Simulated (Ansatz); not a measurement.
# Pb: the cost of one run

Computed with Ansatz 0.2.0 (DFT PBE, scalar-relativistic, plane waves, PAW, unless a step's input says otherwise).

## (1) The starting structure

Symmetry: Fm-3m, No. 225, cubic system. Conventional cell: a = 4.950 Å, b = 4.950 Å, c = 4.950 Å, α = 90.00°, β = 90.00°, γ = 90.00°. Pb (site symmetry m-3m) has 12 Pb at 3.50 Å as nearest neighbours.

Structure file:

```cif
data_structure
_symmetry_space_group_name_H-M 'P 1'
_symmetry_Int_Tables_number 1
_cell_length_a 3.5002
_cell_length_b 3.5002
_cell_length_c 3.5002
_cell_angle_alpha 60.000
_cell_angle_beta 60.000
_cell_angle_gamma 60.000
_cell_volume 30.32
loop_
_atom_site_label
_atom_site_type_symbol
_atom_site_fract_x
_atom_site_fract_y
_atom_site_fract_z
_atom_site_occupancy
Pb1 Pb 0.00000 0.00000 0.00000 1
```

The structure comes from the Crystallography Open Database.

## (2) Self-consistent density

input.yaml reads:

```yaml
crystal:
  lattice:
    - [0.0, 2.47502, 2.47502]
    - [2.47502, 0.0, 2.47502]
    - [2.47502, 2.47502, 0.0]
  atoms:
    - { symbol: Pb, position: [0.0, 0.0, 0.0] }
basis:
  ecutwfc: 420
  fft_grid_basis: typed
kpoints:
  mp_grid: { grid: [12, 12, 12] }
hamiltonian:
  xc: pbe
scf:
  occupations: { method: gaussian, width: 0.05 }
output:
  forces: true
  stress: true
  eigenvalues: true
  bader: true
  write_density: true
  volumetric_format: npy
  elf: true
```

On the command line:

```console
ansatz run input.yaml --threads 1 --pin off --max-ram 2560MiB --backend cpu --events-out ev --progress --plain --runs-dir out
```

Q: Estimate wall time and peak memory on 1 thread of Arm Neoverse V1, shared host.

About 3.7 s, with a peak of 0.29 GiB.
